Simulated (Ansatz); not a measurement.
**AlRu (CsCl type): how the settings move a single-point run**

How sensitive is a single-point run of AlRu (CsCl type) to its settings? A reference run comes first, then one run with altered input.

Method: reference: DFT, PBE, all-electron LAPW, scalar-relativistic, in Ansatz 0.2.0.

## Step 1: The starting structure

Symmetry: Pm-3m, No. 221, cubic system. The conventional cell has a = 3.004 Å, b = 3.004 Å, c = 3.004 Å, α = 90.00°, β = 90.00°, γ = 90.00°. Ru (site symmetry m-3m) has 8 Al at 2.60 Å as nearest neighbours. Around Al (site symmetry m-3m) lie 8 Ru at 2.60 Å.

As a file:

```cif
data_structure
_symmetry_space_group_name_H-M 'Pm-3m'
_symmetry_Int_Tables_number 221
_cell_length_a 3.0044
_cell_length_b 3.0044
_cell_length_c 3.0044
_cell_angle_alpha 90.000
_cell_angle_beta 90.000
_cell_angle_gamma 90.000
_cell_volume 27.12
loop_
_atom_site_label
_atom_site_type_symbol
_atom_site_symmetry_multiplicity
_atom_site_Wyckoff_symbol
_atom_site_fract_x
_atom_site_fract_y
_atom_site_fract_z
_atom_site_occupancy
Ru1 Ru 1 a 0.00000 0.00000 0.00000 1
Al1 Al 1 b 0.50000 0.50000 0.50000 1
```

## Step 2: Baseline

Contents of input.yaml:

```yaml
crystal:
  lattice:
    - [0.0, 0.0, 3.0043569641]
    - [3.0043569641, -3.0043569641, 0.0]
    - [3.0043569641, 3.0043569641, 0.0]
  atoms:
    - { symbol: Ru, position: [0.0, 0.0, 0.0] }
    - { symbol: Ru, position: [0.0, 0.5, 0.5] }
    - { symbol: Al, position: [0.5, 0.5, 0.0] }
    - { symbol: Al, position: [0.5, 0.0, 0.5] }
kpoints:
  mp_grid: { grid: [12, 9, 9] }
scf:
  occupations: { method: fermi_dirac, width: 0.1 }
hamiltonian:
  xc: pbe
  pseudopotentials: { kind: all_electron, lapw: { basis_error: 0.001 } }
output:
  forces: true
  stress: true
  eigenvalues: true
```

Run with:

```bash
$ ansatz run input.yaml --threads 1 --pin off --max-ram 3584MiB --backend cpu --events-out ev --progress --plain --runs-dir out
```

## Step 3: Changed: occupations.method tetrahedron, mixing.algorithm broyden, mixing.beta 0.2, mixing.ndim 4, width left out

input.yaml, as its differences from that of step 2:

```diff
@@ -13,3 +13,4 @@
 scf:
-  occupations: { method: fermi_dirac, width: 0.1 }
+  occupations: { method: tetrahedron }
+  mixing: { algorithm: broyden, beta: 0.2, ndim: 4 }
 hamiltonian:
```

**Question.** What will these runs give? Wanted: for each run, ending; energy change; pressure; gap; force.

As calculated:

```
                                                                                                        run     ending        energy change  pressure (GPa)  gap (eV)  force (eV/Å)  cycles  time
                                                                                                  reference  converged                    0             0.0      0.00          0.00      10  33 s
1: occupations.method tetrahedron, mixing.algorithm broyden, mixing.beta 0.2, mixing.ndim 4, width left out  converged  +0.7 meV/atom (σ→0)            -0.2      0.00          0.00      13  37 s
```

Residual by cycle in the longest SCF loop of each run; runs are numbered as in the table. The quantity is the density residual dr2, in eV.

```
cycle  reference   run 1
    1      0.504   0.505
    2      0.724  0.0944
    3     0.0696  0.0951
    4     0.0152  0.0173
    5     7.1e-4  0.0159
    6     8.3e-5  0.0011
    8     2.4e-6  2.9e-5
    9     1.2e-7  1.0e-5
   10     6.1e-9  5.5e-6
   11          -  1.0e-6
   12          -  1.1e-7
   13          -  7.6e-8
```

**Reading.** Changing the smearing and mixing moves the energy by +0.7 meV/atom (σ→0 values). Cost: 13 SCF cycles against 10.
